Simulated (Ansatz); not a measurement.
# Ba2Tl5V3O12 (P1) in Ansatz: convergence with k mesh

Aim: find how far k mesh must go before the results for Ba2Tl5V3O12 settle, at PBE. This setting moves, with any that are tied to it; all else stays.

All numbers are computed with Ansatz 0.2.0; they aren't measurements. Logs are shortened: lines on timing, memory, paths and dates and some standing lists are left out, and cuts for length are marked.

## Step 1: The structure

The typed cell holds 22 atoms: a = 6.653 Å, b = 8.840 Å, c = 9.892 Å, α = 71.07°, β = 73.99°, γ = 70.69°.

The cell was built by a generator and needn't be a form met in nature.

## Step 2: With k mesh 2 × 1 × 1

The input, input.yaml:

```yaml
crystal:
  lattice:
    - [6.65272, 0.04946, 0.02017]
    - [2.8607, 8.36464, 0.00384]
    - [2.68279, 2.46936, 9.19569]
  atoms:
    - { symbol: Ba, position: [0.80419, 0.04665, 0.02264] }
    - { symbol: Ba, position: [0.21205, 0.95157, 0.34012] }
    - { symbol: V, position: [0.7454, 0.70796, 0.33582], spin: 2.0 }
    - { symbol: V, position: [0.25963, 0.26599, 0.03225], spin: 2.0 }
    - { symbol: V, position: [0.04074, 0.07695, 0.66106], spin: 2.0 }
    - { symbol: Tl, position: [0.25636, 0.39847, 0.35003] }
    - { symbol: Tl, position: [0.58966, 0.34866, 0.60553] }
    - { symbol: Tl, position: [0.57327, 0.88069, 0.66842] }
    - { symbol: Tl, position: [0.74552, 0.49664, 0.11648] }
    - { symbol: Tl, position: [0.11891, 0.64206, 0.74303] }
    - { symbol: O, position: [0.28433, 0.09717, 0.54175] }
    - { symbol: O, position: [0.8535, 0.49575, 0.34386] }
    - { symbol: O, position: [0.40255, 0.20448, 0.17282] }
    - { symbol: O, position: [0.88414, 0.05377, 0.55967] }
    - { symbol: O, position: [0.14017, 0.47956, 0.98899] }
    - { symbol: O, position: [0.54627, 0.73631, 0.48712] }
    - { symbol: O, position: [0.90594, 0.24279, 0.73262] }
    - { symbol: O, position: [0.61543, 0.80058, 0.18857] }
    - { symbol: O, position: [0.05538, 0.16451, 0.10164] }
    - { symbol: O, position: [0.08209, 0.90404, 0.80708] }
    - { symbol: O, position: [0.44178, 0.20123, 0.89187] }
    - { symbol: O, position: [0.94269, 0.80417, 0.30862] }
hamiltonian:
  xc: pbe
  pseudopotentials: { kind: paw }
magnetization:
  spin_polarized: true
kpoints:
  mp_grid: { grid: [2, 1, 1] }
scf:
  occupations: { method: fermi_dirac, width: 0.05 }
output:
  forces: true
  stress: true
  eigenvalues: true
```

Potentials or basis: Ansatz PAW.

On the command line:

```console
> ansatz run input.yaml --threads 8 --pin off --max-ram 20480MiB --backend cpu --events-out ev --progress --plain --runs-dir out
```

Standard output:

```text
Warning: RAYON_NUM_THREADS=8 ignored (pool sized by the plan → 8); use --threads N
Engine: ansatz 0.2.0, x86_64-unknown-linux-gnu
Pseudopotentials: kind: paw
Pseudopotential: Ba, paw, valence charge 10, recommended cutoff 420 eV (normal), Ba.paw.azcp
Pseudopotential: V, paw, valence charge 13, recommended cutoff 420 eV (normal), V.paw.azcp
Pseudopotential: Tl, paw, valence charge 13, recommended cutoff 420 eV (normal), Tl.paw.azcp
[... 98 lines left out ...]
       -0.026015       0.058343       0.018558
        0.058343      -0.010961       0.014859
        0.018558       0.014859       0.063216
  P = ⅓ Tr σ = 0.0087 GPa (0.087 kbar)
--- Band table (eV) ---
  k-point 0 ↑: bands = ["-59.7394", "-59.7346", "-59.7184", "-33.7305", "-33.7110", "-33.7076", "-33.7057", "-33.6974", "-33.6756", "-33.6694", "-33.6590", "-33.6433", "-21.3640", "-21.3164", "-12.6899", "-12.6423", "-12.6100", "-12.3154", "-12.2767", "-12.2350", "-12.2104", "-12.2065", "-12.1275", "-12.1191", "-11.9983", "-11.9438", "-6.6921", "-6.5602", "-6.5362", "-6.5058", "-6.4464", "-6.3914", "-5.9066", "-5.8806", "-5.8683", "-5.7592", "-5.7499", "-5.6970", "-5.6422", "-5.6301", "-5.5942", "-5.5887", "-5.5786", "-5.5533", "-5.5460", "-5.5330", "-5.5211", "-5.5180", "-5.4911", "-5.4839", "-5.4741", "-5.4553", "-5.4007", "-5.3791", "-5.3585", "-5.3325", "-5.3112", "-1.1739", "-0.8775", "-0.7816", "-0.4313", "-0.2727", "0.7566", "0.8132", "0.8495", "0.9035", "0.9187", "0.9535", "1.0283", "1.0465", "1.0846", "1.1328", "1.1826", "1.2715", "1.4554", "1.5757", "1.6853", "1.8014", "1.8194", "1.8647", "2.0375", "2.0614", "2.0769", "2.2058", "2.2908", "2.4532", "2.5688", "2.6994", "2.8371", "2.8504", "2.9787", "3.0019", "3.0510", "3.1108", "3.1956", "3.2446", "3.5054", "3.8435", "6.9730", "7.2480", "7.2911", "7.4036", "7.4532", "7.5086", "7.5864", "7.7065", "7.9385", "8.0853", "8.2153", "8.3946", "8.4216", "8.5820", "8.6202", "8.7429", "8.8864", "8.8954", "8.9707", "9.0648", "9.1490", "9.2863", "9.4882", "9.7607", "9.9454"]
  k-point 1 ↑: bands = ["-59.7394", "-59.7347", "-59.7184", "-33.7305", "-33.7110", "-33.7076", "-33.7057", "-33.6974", "-33.6756", "-33.6694", "-33.6590", "-33.6433", "-21.3579", "-21.3219", "-12.6778", "-12.6734", "-12.6314", "-12.2876", "-12.2686", "-12.2524", "-12.2454", "-12.2046", "-12.1316", "-12.1035", "-11.9726", "-11.9198", "-6.6256", "-6.6144", "-6.5406", "-6.5008", "-6.4385", "-6.4222", "-5.9089", "-5.8865", "-5.8681", "-5.7574", "-5.7514", "-5.6714", "-5.6477", "-5.6277", "-5.6068", "-5.5948", "-5.5803", "-5.5575", "-5.5361", "-5.5307", "-5.5207", "-5.5145", "-5.4905", "-5.4846", "-5.4787", "-5.4553", "-5.4026", "-5.3809", "-5.3565", "-5.3305", "-5.3154", "-1.1124", "-1.0070", "-0.7863", "-0.5532", "-0.2373", "0.6898", "0.7196", "0.8005", "0.8620", "0.9310", "0.9605", "0.9932", "1.0196", "1.1496", "1.1717", "1.3752", "1.4806", "1.5597", "1.6044", "1.6721", "1.8159", "1.8400", "1.9286", "1.9891", "2.0706", "2.1315", "2.2000", "2.2907", "2.4949", "2.6097", "2.6651", "2.7941", "2.8784", "2.9226", "2.9902", "3.0476", "3.0806", "3.2054", "3.3491", "3.4816", "3.6226", "6.7760", "7.1969", "7.3285", "7.3547", "7.4141", "7.4500", "7.5221", "7.5946", "7.8287", "8.1042", "8.1981", "8.4740", "8.5481", "8.6809", "8.7687", "8.8106", "8.8617", "8.9083", "9.0087", "9.0817", "9.0973", "9.2852", "9.5526", "9.6916", "9.8448"]
  k-point 0 ↓: bands = ["-59.7394", "-59.7346", "-59.7184", "-33.7304", "-33.7110", "-33.7076", "-33.7057", "-33.6974", "-33.6756", "-33.6694", "-33.6590", "-33.6432", "-21.3640", "-21.3164", "-12.6899", "-12.6423", "-12.6100", "-12.3154", "-12.2767", "-12.2350", "-12.2104", "-12.2065", "-12.1275", "-12.1191", "-11.9983", "-11.9438", "-6.6921", "-6.5602", "-6.5362", "-6.5058", "-6.4464", "-6.3914", "-5.9066", "-5.8806", "-5.8683", "-5.7592", "-5.7499", "-5.6970", "-5.6422", "-5.6301", "-5.5942", "-5.5887", "-5.5786", "-5.5533", "-5.5460", "-5.5330", "-5.5211", "-5.5180", "-5.4911", "-5.4839", "-5.4741", "-5.4553", "-5.4007", "-5.3791", "-5.3585", "-5.3325", "-5.3112", "-1.1739", "-0.8775", "-0.7816", "-0.4313", "-0.2727", "0.7566", "0.8132", "0.8495", "0.9035", "0.9187", "0.9535", "1.0283", "1.0465", "1.0846", "1.1328", "1.1826", "1.2715", "1.4554", "1.5757", "1.6853", "1.8014", "1.8194", "1.8647", "2.0375", "2.0614", "2.0769", "2.2058", "2.2908", "2.4532", "2.5688", "2.6994", "2.8371", "2.8504", "2.9787", "3.0019", "3.0510", "3.1108", "3.1956", "3.2446", "3.5054", "3.8435", "6.9730", "7.2480", "7.2911", "7.4036", "7.4532", "7.5087", "7.5864", "7.7065", "7.9385", "8.0853", "8.2153", "8.3946", "8.4216", "8.5820", "8.6202", "8.7429", "8.8864", "8.8954", "8.9707", "9.0648", "9.1490", "9.2863", "9.4882", "9.7607", "9.9454"]
  k-point 1 ↓: bands = ["-59.7394", "-59.7346", "-59.7184", "-33.7304", "-33.7110", "-33.7076", "-33.7057", "-33.6974", "-33.6756", "-33.6694", "-33.6590", "-33.6432", "-21.3579", "-21.3219", "-12.6778", "-12.6734", "-12.6314", "-12.2876", "-12.2686", "-12.2524", "-12.2454", "-12.2046", "-12.1316", "-12.1035", "-11.9726", "-11.9198", "-6.6256", "-6.6144", "-6.5406", "-6.5008", "-6.4385", "-6.4222", "-5.9089", "-5.8865", "-5.8681", "-5.7574", "-5.7514", "-5.6714", "-5.6477", "-5.6277", "-5.6068", "-5.5948", "-5.5803", "-5.5575", "-5.5361", "-5.5307", "-5.5207", "-5.5145", "-5.4905", "-5.4846", "-5.4787", "-5.4553", "-5.4026", "-5.3809", "-5.3565", "-5.3305", "-5.3154", "-1.1124", "-1.0070", "-0.7863", "-0.5532", "-0.2373", "0.6898", "0.7196", "0.8005", "0.8620", "0.9310", "0.9605", "0.9932", "1.0196", "1.1496", "1.1717", "1.3752", "1.4806", "1.5597", "1.6044", "1.6721", "1.8159", "1.8400", "1.9286", "1.9891", "2.0706", "2.1315", "2.2000", "2.2907", "2.4949", "2.6097", "2.6651", "2.7941", "2.8784", "2.9226", "2.9902", "3.0476", "3.0805", "3.2054", "3.3491", "3.4816", "3.6226", "6.7760", "7.1969", "7.3285", "7.3547", "7.4141", "7.4500", "7.5221", "7.5946", "7.8287", "8.1042", "8.1981", "8.4740", "8.5481", "8.6809", "8.7688", "8.8106", "8.8617", "8.9083", "9.0087", "9.0817", "9.0973", "9.2852", "9.5526", "9.6916", "9.8448"]
```

Run time: 4.1 s. Hardware: 8 threads of Intel Xeon 6975P-C (Granite Rapids), shared host; peak memory 1.4 GiB.

What came out:

```
Free energy            : -84681.9086 eV
Pressure               : 0.0 GPa
Largest force          : 0.086 eV/Å
Band gap on the k mesh : 2.93 eV, indirect (least direct gap 3.13 eV)
Net moment             : 0.00 μB per cell
Absolute moment        : 0.00 μB per cell
```

## Step 3: With k mesh 2 × 2 × 1

Changes to input.yaml since step 2:

```diff
@@ -34,3 +34,3 @@
 kpoints:
-  mp_grid: { grid: [2, 1, 1] }
+  mp_grid: { grid: [2, 2, 1] }
 scf:
```

Potentials or basis: Ansatz PAW.

On the command line:

```console
> ansatz run input.yaml --threads 8 --pin off --max-ram 20480MiB --backend cpu --events-out ev --progress --plain --runs-dir out
```

Wall time 6.1 s (8 threads of Intel Xeon 6975P-C (Granite Rapids), shared host); peak memory 2.2 GiB.

What came out:

* Free energy: -84681.8897 eV
* Pressure: 0.0 GPa
* Largest force: 0.071 eV/Å
* Band gap on the k mesh: 2.89 eV, indirect (least direct gap 3.02 eV)
* Net moment: 0.00 μB per cell
* Absolute moment: 0.00 μB per cell

## Step 4: With k mesh 2 × 2 × 2

Changes to input.yaml since step 3:

```diff
@@ -34,3 +34,3 @@
 kpoints:
-  mp_grid: { grid: [2, 2, 1] }
+  mp_grid: { grid: [2, 2, 2] }
 scf:
```

On the command line:

```console
> ansatz run input.yaml --threads 8 --pin off --max-ram 20480MiB --backend cpu --events-out ev --progress --plain --runs-dir out
```

Run time: 12 s. Hardware: 8 threads of Intel Xeon 6975P-C (Granite Rapids), shared host; peak memory 2.7 GiB.

Results:

```yaml
Free_energy: -84681.9039 eV
Pressure: 0.0 GPa
Largest_force: 0.010 eV/Å
Band_gap_on_the_k_mesh: 2.89 eV, indirect (least direct gap 3.02 eV)
Net_moment: 0.00 μB per cell
Absolute_moment: 0.00 μB per cell
```

## Step 5: With k mesh 3 × 2 × 2

Changes to input.yaml since step 4:

```diff
@@ -34,3 +34,3 @@
 kpoints:
-  mp_grid: { grid: [2, 2, 2] }
+  mp_grid: { grid: [3, 2, 2] }
 scf:
```

On the command line:

```console
> ansatz run input.yaml --threads 8 --pin off --max-ram 20480MiB --backend cpu --events-out ev --progress --plain --runs-dir out
```

It took 17 s on 8 threads of Intel Xeon 6975P-C (Granite Rapids), shared host; peak memory 2.6 GiB.

What came out:

```
Free energy            : -84681.8999 eV
Pressure               : 0.0 GPa
Largest force          : 0.010 eV/Å
Band gap on the k mesh : 2.91 eV, indirect (least direct gap 3.02 eV)
Net moment             : 0.00 μB per cell
Absolute moment        : 0.00 μB per cell
```

## Step 6: With k mesh 3 × 3 × 2

Changes to input.yaml since step 5:

```diff
@@ -34,3 +34,3 @@
 kpoints:
-  mp_grid: { grid: [3, 2, 2] }
+  mp_grid: { grid: [3, 3, 2] }
 scf:
```

Potentials or basis: Ansatz PAW.

On the command line:

```console
> ansatz run input.yaml --threads 8 --pin off --max-ram 20480MiB --backend cpu --events-out ev --progress --plain --runs-dir out
```

Wall time 20 s (8 threads of Intel Xeon 6975P-C (Granite Rapids), shared host); peak memory 2.8 GiB.

It converged, with:

```
Free energy            : -84681.8993 eV
Pressure               : 0.0 GPa
Largest force          : 0.010 eV/Å
Band gap on the k mesh : 2.91 eV, indirect (least direct gap 3.04 eV)
Net moment             : 0.00 μB per cell
Absolute moment        : 0.00 μB per cell
```

## Step 7: With k mesh 4 × 3 × 3

Changes to input.yaml since step 6:

```diff
@@ -34,3 +34,3 @@
 kpoints:
-  mp_grid: { grid: [3, 3, 2] }
+  mp_grid: { grid: [4, 3, 3] }
 scf:
```

On the command line:

```console
> ansatz run input.yaml --threads 8 --pin off --max-ram 20480MiB --backend cpu --events-out ev --progress --plain --runs-dir out
```

It took 42 s on 8 threads of Intel Xeon 6975P-C (Granite Rapids), shared host; peak memory 3.4 GiB.

It converged, with:

* Free energy: -84681.8998 eV
* Pressure: 0.0 GPa
* Largest force: 0.011 eV/Å
* Band gap on the k mesh: 2.88 eV, indirect (least direct gap 3.02 eV)
* Net moment: 0.00 μB per cell
* Absolute moment: 0.00 μB per cell

## Step 8: With k mesh 5 × 4 × 4

Changes to input.yaml since step 7:

```diff
@@ -34,3 +34,3 @@
 kpoints:
-  mp_grid: { grid: [4, 3, 3] }
+  mp_grid: { grid: [5, 4, 4] }
 scf:
```

On the command line:

```console
> ansatz run input.yaml --threads 8 --pin off --max-ram 20480MiB --backend cpu --events-out ev --progress --plain --runs-dir out
```

Wall time 82 s (8 threads of Intel Xeon 6975P-C (Granite Rapids), shared host); peak memory 4.9 GiB.

It converged, with:

| Property | Result |
| --- | --- |
| Free energy | -84681.8997 eV |
| Pressure | 0.0 GPa |
| Largest force | 0.011 eV/Å |
| Band gap on the k mesh | 2.90 eV, indirect (least direct gap 3.01 eV) |
| Net moment | 0.00 μB per cell |
| Absolute moment | 0.00 μB per cell |

## Step 9: With k mesh 6 × 5 × 4

Changes to input.yaml since step 8:

```diff
@@ -34,3 +34,3 @@
 kpoints:
-  mp_grid: { grid: [5, 4, 4] }
+  mp_grid: { grid: [6, 5, 4] }
 scf:
```

Potentials or basis: Ansatz PAW.

On the command line:

```console
> ansatz run input.yaml --threads 8 --pin off --max-ram 20480MiB --backend cpu --events-out ev --progress --plain --runs-dir out
```

Wall time 2.3 min (8 threads of Intel Xeon 6975P-C (Granite Rapids), shared host); peak memory 5.9 GiB.

The run converged. Its results:

```yaml
Free_energy: -84681.8997 eV
Pressure: 0.0 GPa
Largest_force: 0.011 eV/Å
Band_gap_on_the_k_mesh: 2.88 eV, indirect (least direct gap 2.99 eV)
Net_moment: 0.00 μB per cell
Absolute_moment: 0.00 μB per cell
```

## Step 10: With k mesh 7 × 6 × 5

Changes to input.yaml since step 9:

```diff
@@ -34,3 +34,3 @@
 kpoints:
-  mp_grid: { grid: [6, 5, 4] }
+  mp_grid: { grid: [7, 6, 5] }
 scf:
```

On the command line:

```console
> ansatz run input.yaml --threads 8 --pin off --max-ram 20480MiB --backend cpu --events-out ev --progress --plain --runs-dir out
```

Wall time 3.9 min (8 threads of Intel Xeon 6975P-C (Granite Rapids), shared host); peak memory 8.5 GiB.

It converged, with:

```yaml
Free_energy: -84681.8997 eV
Pressure: 0.0 GPa
Largest_force: 0.011 eV/Å
Band_gap_on_the_k_mesh: 2.88 eV, indirect (least direct gap 2.98 eV)
Net_moment: 0.00 μB per cell
Absolute_moment: 0.00 μB per cell
```

## Step 11: Summary

```csv
k mesh,"energy less the tightest run, at zero smearing (meV/atom)",largest force (eV/Å),gap on the mesh (eV),SCF cycles,CPU time (s),peak memory (GiB)
2 × 1 × 1,-0.40,0.086,2.933,16,25,1.4
2 × 2 × 1,0.46,0.071,2.892,16,39,2.2
2 × 2 × 2,-0.19,0.010,2.892,16,79,2.7
3 × 2 × 2,-0.01,0.010,2.913,16,110,2.6
3 × 3 × 2,0.02,0.010,2.913,16,140,2.8
4 × 3 × 3,0.00,0.011,2.875,16,300,3.4
5 × 4 × 4,0.00,0.011,2.900,16,620,4.9
6 × 5 × 4,0.00,0.011,2.880,16,1000,5.9
7 × 6 × 5,0.00,0.011,2.875,16,1800,8.5
```

Against the tightest run, the energy stays within 1 meV/atom from 2 × 1 × 1 on; the largest force stays within 0.005 eV/Å from 2 × 2 × 2 on; the gap on the mesh stays within 0.01 eV from 6 × 5 × 4 on. Meshes of other sizes hit other points, so gaps and Fermi surfaces needn't settle smoothly. The tightest run that finished is the yardstick and may itself not be fully converged.

Caveats: odd divisions of the mesh miss points on the zone boundary, where band edges often lie, so the gap on the mesh can be too wide; spin-orbit coupling is left out, which as a rule narrows the gap of such compounds by several tenths of an eV; the starting moments weren't kept.
